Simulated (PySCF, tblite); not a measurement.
# C₅H₇B₂Cl₂N: infrared bands, NMR shifts and electronic excitations in gas and solvents, part 2 of 2

tblite 0.8.0 and PySCF 2.14.0. Atoms count from 0. Earlier steps stand in the parts before.

## Step 7: Shielding tensors: KT2/pcSseg-1

What the job is given:

```
{"job": {"kind": "nmr", "xc": "KT2", "basis": "pcSseg-1", "pop": false}, "charge": 0, "multiplicity": 1}
Cl     4.952235     1.224950    -1.071830
B      3.265449     0.846992    -0.725900
Cl     2.877555    -0.893806    -0.640494
B      2.114176     2.058290    -0.442258
N      0.675233     1.410493    -0.316596
C     -0.170282     1.422794    -1.357189
C     -1.402727     0.788843    -1.309529
C     -1.774378     0.118515    -0.146965
C     -0.889113     0.108124     0.927896
C      0.327117     0.761118     0.804977
H      2.082033     2.882370    -1.345077
H      2.379337     2.590663     0.631253
H      0.178956     1.966138    -2.236093
H     -2.058593     0.826747    -2.180413
H     -2.739553    -0.387932    -0.079399
H     -1.130488    -0.403681     1.860558
H      1.062997     0.785744     1.609609
```

Level: GIAO KT2/pcSseg-1 NMR shielding, non-relativistic, gas phase.

Standard output:

```text
coarse grid: 16256 points
cycle   1  E = -1231.7400692342  dE =  1.232e+00  |g| = 5.200e-01  |ddm| = 3.942e+00
cycle   2  E = -1231.7081828901  dE =  3.189e-02  |g| = 6.032e-01  |ddm| = 1.455e+00
cycle   3  E = -1231.8120596669  dE = -1.039e-01  |g| = 1.581e-01  |ddm| = 8.440e-01
cycle   4  E = -1231.8186134270  dE = -6.554e-03  |g| = 4.552e-02  |ddm| = 1.844e-01
cycle   5  E = -1231.8190423938  dE = -4.290e-04  |g| = 2.851e-02  |ddm| = 7.315e-02
cycle   6  E = -1231.8192497709  dE = -2.074e-04  |g| = 5.770e-03  |ddm| = 2.863e-02
cycle   7  E = -1231.8192571720  dE = -7.401e-06  |g| = 1.907e-03  |ddm| = 6.778e-03
final grid: 150544 points
cycle   8  E = -1231.8194198507  dE = -2.855e-04  |g| = 2.498e-02  |ddm| = 9.353e-02
cycle   9  E = -1231.8192703578  dE =  1.495e-04  |g| = 3.129e-02  |ddm| = 5.705e-02
cycle  10  E = -1231.8195055365  dE = -2.352e-04  |g| = 7.835e-03  |ddm| = 4.341e-02
cycle  11  E = -1231.8195195683  dE = -1.403e-05  |g| = 3.720e-03  |ddm| = 1.078e-02
cycle  12  E = -1231.8195233798  dE = -3.811e-06  |g| = 8.092e-04  |ddm| = 4.132e-03
cycle  13  E = -1231.8195235640  dE = -1.842e-07  |g| = 1.334e-04  |ddm| = 9.696e-04
cycle  14  E = -1231.8195235679  dE = -3.876e-09  |g| = 5.520e-05  |ddm| = 1.907e-04
cycle  15  E = -1231.8195235686  dE = -7.501e-10  |g| = 2.371e-05  |ddm| = 7.492e-05
converged SCF energy = -1231.8195235686

GIAO shielding tensors (ppm)
atom      isotropic    diamagn.    paramagn.     s11        s22        s33       span
  0 Cl     640.007    1147.879    -507.872    335.619    692.008    892.394    556.775
  1 B       25.195     195.636    -170.441    -52.951     47.140     81.394    134.345
  2 Cl     643.493    1152.548    -509.055    276.056    723.448    930.975    654.919
  3 B      112.813     188.090     -75.277     93.272    104.793    140.374     47.102
  4 N       -8.002     331.921    -339.922   -141.350   -127.170    244.515    385.865
  5 C       42.307     251.272    -208.965    -47.784     37.902    136.804    184.588
  6 C       62.728     257.019    -194.291    -37.989     54.967    171.207    209.197
  7 C       53.269     254.285    -201.016    -49.422     29.736    179.493    228.915
  8 C       62.623     256.652    -194.030    -37.958     54.240    171.587    209.546
  9 C       40.617     254.786    -214.169    -50.178     31.456    140.573    190.751
 10 H       27.882      27.121       0.761     24.276     27.972     31.399      7.122
 11 H       27.666      26.695       0.971     24.691     27.339     30.969      6.278
 12 H       22.952      30.085      -7.133     18.116     22.761     27.979      9.863
 13 H       24.131      29.645      -5.514     21.155     24.897     26.340      5.186
 14 H       23.770      30.401      -6.631     20.999     24.495     25.816      4.817
 15 H       24.016      31.293      -7.277     21.119     24.582     26.345      5.226
 16 H       22.974      31.985      -9.011     18.979     22.026     27.916      8.936
```

Wall time 84 s (1 thread of Arm Neoverse N1, shared host); peak memory 1 GiB.

In short: δ C5 141.8, C7 130.0, C6 120.5, Cl0 301, H12 8.22, H14 7.41 ppm (means over like atoms).

## Step 8: Shielding tensors: PBE0/pcSseg-1 in dimethylsulfoxide

The job, as its differences from that of step 7:

```diff
@@ -1,2 +1,2 @@
-{"job": {"kind": "nmr", "xc": "KT2", "basis": "pcSseg-1", "pop": false}, "charge": 0, "multiplicity": 1}
+{"job": {"kind": "nmr", "xc": "PBE0", "basis": "pcSseg-1", "solvent": "dimethylsulfoxide", "pop": true}, "charge": 0, "multiplicity": 1}
 Cl     4.952235     1.224950    -1.071830
```

Level: GIAO PBE0/pcSseg-1 NMR shielding, non-relativistic, IEF-PCM dimethylsulfoxide.

Standard output:

```text
coarse grid: 16256 points
cycle   1  E = -1218.8559822547  dE =  1.481e+00  |g| = 4.002e-01  |ddm| = 3.874e+00
cycle   2  E = -1218.8614966987  dE = -5.514e-03  |g| = 4.097e-01  |ddm| = 8.454e-01
cycle   3  E = -1218.9020154222  dE = -4.052e-02  |g| = 1.043e-01  |ddm| = 3.879e-01
cycle   4  E = -1218.9046113211  dE = -2.596e-03  |g| = 3.662e-02  |ddm| = 1.217e-01
cycle   5  E = -1218.9049262555  dE = -3.149e-04  |g| = 1.067e-02  |ddm| = 3.265e-02
cycle   6  E = -1218.9049509727  dE = -2.472e-05  |g| = 2.113e-03  |ddm| = 8.319e-03
cycle   7  E = -1218.9049519062  dE = -9.336e-07  |g| = 7.376e-04  |ddm| = 2.284e-03
final grid: 150544 points
cycle   8  E = -1218.9571880771  dE = -5.441e-05  |g| = 6.626e-03  |ddm| = 3.934e-02
cycle   9  E = -1218.9571878805  dE =  1.967e-07  |g| = 6.636e-03  |ddm| = 1.325e-02
cycle  10  E = -1218.9571987717  dE = -1.089e-05  |g| = 1.836e-03  |ddm| = 6.992e-03
cycle  11  E = -1218.9571994550  dE = -6.833e-07  |g| = 4.214e-04  |ddm| = 1.458e-03
cycle  12  E = -1218.9571994935  dE = -3.847e-08  |g| = 8.170e-05  |ddm| = 3.438e-04
cycle  13  E = -1218.9571994948  dE = -1.362e-09  |g| = 3.451e-05  |ddm| = 1.045e-04
cycle  14  E = -1218.9571994952  dE = -3.342e-10  |g| = 7.695e-06  |ddm| = 3.716e-05
converged SCF energy = -1218.9571994952

GIAO shielding tensors (ppm)
atom      isotropic    diamagn.    paramagn.     s11        s22        s33       span
  0 Cl     669.079    1146.302    -477.223    350.238    738.139    918.859    568.621
  1 B       14.457     193.900    -179.443    -84.978     45.474     82.875    167.852
  2 Cl     654.893    1150.307    -495.414    287.565    747.039    930.074    642.509
  3 B      115.688     183.068     -67.380     96.183    109.093    141.789     45.606
  4 N       -6.187     332.570    -338.757   -148.743   -123.596    253.777    402.521
  5 C       31.023     250.570    -219.548    -69.009     19.755    142.323    211.333
  6 C       51.769     256.099    -204.330    -58.890     36.558    177.639    236.528
  7 C       36.367     253.629    -217.262    -78.986      2.702    185.386    264.372
  8 C       51.889     255.580    -203.691    -58.879     36.492    178.054    236.932
  9 C       29.872     254.184    -224.312    -71.084     14.442    146.259    217.343
 10 H       28.398      27.677       0.721     24.579     28.648     31.966      7.387
 11 H       28.242      26.982       1.261     25.144     27.965     31.618      6.475
 12 H       22.671      29.459      -6.788     17.589     22.252     28.172     10.584
 13 H       23.346      28.982      -5.636     20.106     23.883     26.050      5.945
 14 H       22.843      29.670      -6.827     19.863     23.106     25.560      5.697
 15 H       23.244      30.539      -7.295     20.093     23.575     26.065      5.973
 16 H       22.659      31.332      -8.673     18.575     21.382     28.020      9.445
```

It took 74 s on 1 thread of Arm Neoverse N1, shared host; peak memory 1.2 GiB.

Key values: σ C5 30.4, C7 36.4, C6 51.8, Cl0 662, H12 22.66, H14 22.84 ppm (means over like atoms).

## Step 9: Nuclear shieldings: PBE0/pcSseg-1 in methanol

The job, as its differences from that of step 8:

```diff
@@ -1,2 +1,2 @@
-{"job": {"kind": "nmr", "xc": "PBE0", "basis": "pcSseg-1", "solvent": "dimethylsulfoxide", "pop": true}, "charge": 0, "multiplicity": 1}
+{"job": {"kind": "nmr", "xc": "PBE0", "basis": "pcSseg-1", "solvent": "methanol", "pop": false}, "charge": 0, "multiplicity": 1}
 Cl     4.952235     1.224950    -1.071830
```

Level: GIAO PBE0/pcSseg-1 NMR shielding, non-relativistic, IEF-PCM methanol.

Standard output:

```text
coarse grid: 16256 points
cycle   1  E = -1218.8557557492  dE =  1.481e+00  |g| = 4.003e-01  |ddm| = 3.874e+00
cycle   2  E = -1218.8612696214  dE = -5.514e-03  |g| = 4.097e-01  |ddm| = 8.461e-01
cycle   3  E = -1218.9017914752  dE = -4.052e-02  |g| = 1.046e-01  |ddm| = 3.885e-01
cycle   4  E = -1218.9044026039  dE = -2.611e-03  |g| = 3.664e-02  |ddm| = 1.222e-01
cycle   5  E = -1218.9047181542  dE = -3.156e-04  |g| = 1.068e-02  |ddm| = 3.271e-02
cycle   6  E = -1218.9047429437  dE = -2.479e-05  |g| = 2.116e-03  |ddm| = 8.331e-03
cycle   7  E = -1218.9047438796  dE = -9.359e-07  |g| = 7.395e-04  |ddm| = 2.286e-03
final grid: 150544 points
cycle   8  E = -1218.9569809508  dE = -5.440e-05  |g| = 6.629e-03  |ddm| = 3.934e-02
cycle   9  E = -1218.9569807268  dE =  2.240e-07  |g| = 6.646e-03  |ddm| = 1.327e-02
cycle  10  E = -1218.9569916564  dE = -1.093e-05  |g| = 1.838e-03  |ddm| = 7.012e-03
cycle  11  E = -1218.9569923419  dE = -6.855e-07  |g| = 4.229e-04  |ddm| = 1.463e-03
cycle  12  E = -1218.9569923807  dE = -3.881e-08  |g| = 8.190e-05  |ddm| = 3.453e-04
cycle  13  E = -1218.9569923821  dE = -1.363e-09  |g| = 3.457e-05  |ddm| = 1.046e-04
cycle  14  E = -1218.9569923824  dE = -3.326e-10  |g| = 7.727e-06  |ddm| = 3.718e-05
converged SCF energy = -1218.9569923824

GIAO shielding tensors (ppm)
atom      isotropic    diamagn.    paramagn.     s11        s22        s33       span
  0 Cl     668.819    1146.298    -477.479    349.892    737.725    918.840    568.948
  1 B       14.477     193.901    -179.424    -84.894     45.446     82.879    167.773
  2 Cl     654.923    1150.307    -495.384    287.534    747.003    930.233    642.699
  3 B      115.663     183.085     -67.421     96.160    109.054    141.776     45.616
  4 N       -6.395     332.577    -338.972   -148.847   -124.132    253.794    402.641
  5 C       31.026     250.562    -219.537    -69.009     19.779    142.307    211.316
  6 C       51.804     256.113    -204.309    -58.853     36.650    177.614    236.467
  7 C       36.434     253.638    -217.204    -78.906      2.855    185.354    264.260
  8 C       51.921     255.592    -203.671    -58.841     36.576    178.029    236.871
  9 C       29.866     254.176    -224.310    -71.091     14.450    146.239    217.331
 10 H       28.393      27.669       0.724     24.574     28.642     31.962      7.389
 11 H       28.237      26.973       1.263     25.138     27.959     31.614      6.476
 12 H       22.672      29.463      -6.792     17.590     22.252     28.172     10.582
 13 H       23.354      28.990      -5.636     20.115     23.889     26.057      5.942
 14 H       22.851      29.677      -6.826     19.872     23.114     25.567      5.694
 15 H       23.251      30.546      -7.295     20.101     23.581     26.072      5.970
 16 H       22.660      31.334      -8.674     18.576     21.383     28.021      9.444
```

Wall time 68 s (1 thread of Arm Neoverse N1, shared host); peak memory 1.2 GiB.

Key values: σ C5 30.4, C7 36.4, C6 51.9, Cl0 662, H12 22.67, H14 22.85 ppm (means over like atoms).

## Step 10: Ultraviolet spectrum: wB97X-D/def2-SVPD in dimethylsulfoxide

The job, as its differences from that of step 9:

```diff
@@ -1,2 +1,2 @@
-{"job": {"kind": "nmr", "xc": "PBE0", "basis": "pcSseg-1", "solvent": "methanol", "pop": false}, "charge": 0, "multiplicity": 1}
+{"job": {"kind": "uv", "xc": "wB97X-D", "basis": "def2-SVPD", "solvent": "dimethylsulfoxide", "nstates": 6, "ntriplets": 0}, "charge": 0, "multiplicity": 1}
 Cl     4.952235     1.224950    -1.071830
```

Level: TDDFT wB97X-D/def2-SVPD, vertical, IEF-PCM dimethylsulfoxide (non-equilibrium linear response), core orbitals frozen in the response.

Standard output:

```text
coarse grid: 16256 points
cycle   1  E = -1218.9094443394  dE =  1.776e+00  |g| = 4.079e-01  |ddm| = 1.155e+01
cycle   2  E = -1218.9465412222  dE = -3.710e-02  |g| = 2.903e-01  |ddm| = 2.412e+00
cycle   3  E = -1218.9675955548  dE = -2.105e-02  |g| = 5.646e-02  |ddm| = 1.124e+00
cycle   4  E = -1218.9683954707  dE = -7.999e-04  |g| = 3.494e-02  |ddm| = 3.515e-01
cycle   5  E = -1218.9687115122  dE = -3.160e-04  |g| = 7.339e-03  |ddm| = 1.280e-01
cycle   6  E = -1218.9687271955  dE = -1.568e-05  |g| = 1.881e-03  |ddm| = 4.058e-02
cycle   7  E = -1218.9687292233  dE = -2.028e-06  |g| = 6.518e-04  |ddm| = 1.923e-02
final grid: 150544 points
cycle   8  E = -1219.1153248245  dE = -1.156e-04  |g| = 6.977e-03  |ddm| = 4.229e-01
cycle   9  E = -1219.1153263462  dE = -1.522e-06  |g| = 6.888e-03  |ddm| = 5.064e-02
cycle  10  E = -1219.1153360348  dE = -9.689e-06  |g| = 9.921e-04  |ddm| = 1.663e-02
cycle  11  E = -1219.1153362849  dE = -2.500e-07  |g| = 3.753e-04  |ddm| = 5.845e-03
cycle  12  E = -1219.1153363269  dE = -4.199e-08  |g| = 8.544e-05  |ddm| = 2.642e-03
cycle  13  E = -1219.1153363301  dE = -3.219e-09  |g| = 2.812e-05  |ddm| = 4.653e-04
cycle  14  E = -1219.1153363306  dE = -5.641e-10  |g| = 9.537e-06  |ddm| = 2.195e-04
converged SCF energy = -1219.1153363306

Static polarisability (au): isotropic 169.027, principal 134.898 165.643 206.540

Singlet excitations
state   eV       nm        f      main configurations
  1   4.9140    252.3   0.00779   H->L+1 0.59, H->L+2 0.36
  2   5.2678    235.4   0.21462   H->L 0.90
  3   5.3622    231.2   0.06107   H-1->L 0.67, H->L+2 0.13
  4   6.2697    197.8   0.10262   H->L+2 0.38, H->L+1 0.29, H-1->L 0.19
  5   6.3705    194.6   0.02612   H-3->L+2 0.30, H-3->L+1 0.28, H-1->L+1 0.20
  6   6.4241    193.0   0.04365   H-2->L 0.63, H-3->L+2 0.08
```

Wall time 1.9 min (1 thread of Arm Neoverse N1, shared host); peak memory 1.4 GiB.

In short: HOMO -9.13 eV, LUMO -0.03 eV; lowest singlet 4.91 eV.

## Step 11: Run by run: NMR shifts

Shifts (ppm) of some atoms, chosen among heavy atoms and hydrogens apart, means over like atoms, with basis size and wall time:

```csv
run,C5,C7,C6,H14,H13,B1,N4,functions,time
PBE0/pcSseg-1,153.9,143.4,130.3,7.87,7.48,84.2,287.5,219,93 s
KT2/pcSseg-1,141.8,130.0,120.5,7.41,7.11,74.7,272.3,219,84 s
PBE0/pcSseg-1 in dimethylsulfoxide,155.0,149.1,133.7,8.40,7.94,86.9,274.7,219,74 s
PBE0/pcSseg-1 in methanol,155.0,149.0,133.6,8.39,7.94,86.9,274.9,219,68 s
```

The continuum's effect on the ground state:

```csv
solvent,ε,polarisation energy (Eh),μ (D)
methanol,32.61,-0.0168,9.38
dimethylsulfoxide,46.83,-0.0170,9.41
```

## Step 12: Side by side: electronic excitations

Excitations and ground-state properties, with basis size and wall time:

```csv
run,lowest singlet (eV),brightest (eV),f,gap (eV),α (Å³),μ (D),functions,time
wB97X-D/def2-SVPD,4.63,4.63,0.165,8.32,18.20,7.60,270,6.4 min
wB97X-D/def2-SVPD in dimethylsulfoxide,4.91,5.27,0.215,9.10,25.05,9.67,270,1.9 min
```

## Step 13: Summary of results

What follows sums up all 2 parts.

| quantity | value |
| --- | --- |
| strongest single infrared mode (GFN2-xTB) | 846 cm⁻¹, 200 km/mol |
| zero-point energy (GFN2-xTB) | 72.5 kcal/mol |
| point group | C1 |
| rotational constants (main isotopes) | 2.18, 0.50, 0.47 GHz |
| 13C shifts against TMS (PBE0/pcSseg-1, means over atoms taken as alike) | 153.9, 143.4, 130.3 ppm |
| 1H shifts against TMS (PBE0/pcSseg-1, means over atoms taken as alike) | 8.56, 7.87, 7.48, 3.30 ppm |
| 35Cl shifts against HCl (PBE0/pcSseg-1, means over atoms taken as alike) | 291 ppm |
| 11B shifts against BF3·OEt2 (PBE0/pcSseg-1) | 84.2, -13.2 ppm |
| 15N shifts against NH3 (PBE0/pcSseg-1) | 287.5 ppm |
| surface potential, 1st and 99th percentile | -1.22 V and 1.69 V |
| lowest singlet (wB97X-D/def2-SVPD) | 4.63 eV (268 nm), f = 0.165 |
| lowest triplet | 3.85 eV |
| vertical ionisation energy (ΔSCF) | 8.90 eV |
| vertical electron affinity (ΔSCF) | 0.52 eV |
| range of the shift of N4 (PBE0/pcSseg-1 runs) | 274.7 to 287.5 ppm |
| range of the lowest singlet | 4.63 to 4.91 eV |

**Reading.** Over 90 steps the energy fell by 0.560 eV; of the close pairs, Cl0–B1 changed most, 1.841 to 1.721 Å (GFN2-xTB). All 45 modes are real, so the xTB geometry is a minimum. The strongest single mode, at 846 cm⁻¹, moves mainly B1. Unscaled tight-binding wavenumbers are off by several per cent, some by more. Its intensities can rank the bands wrongly. At PBE0/pcSseg-1: The widest tensor belongs to Cl0, Cl2: span 626 ppm, with a paramagnetic part of -496 ppm. NICS(1)zz of -27 ppm above the planar ring from N4 marks a diatropic (aromatic) ring current. By nearest atom (PBE0/pcSseg-1), the HOMO sits on B1, B3 about 23 % each; Cl0, Cl2 about 14 % each and the LUMO on C7 24 %; N4 22 %. The lowest singlet, at 4.63 eV, is HOMO→LUMO 0.96 and is bright. The lowest triplet lies 0.77 eV below the lowest singlet (triplets in Tamm-Dancoff, singlets in full TDDFT). At one level, PBE0/pcSseg-1: Among the atoms with a shift in every run: In ppm, N4 moves most: its shift spreads over 12.7 ppm, from 274.7 (PBE0/pcSseg-1 in dimethylsulfoxide) to 287.5 (PBE0/pcSseg-1). The continuum holds electrostatics alone: no hydrogen bonds to the solvent, and the gas-phase geometry is kept. The lowest singlet runs from 4.63 eV (wB97X-D/def2-SVPD) to 4.91 eV (wB97X-D/def2-SVPD in dimethylsulfoxide), while the orbital gap spans 8.32 to 9.10 eV. The lowest state need not be the same one in every run. The runs solved for a few states only, so the brightest column depends on that window.
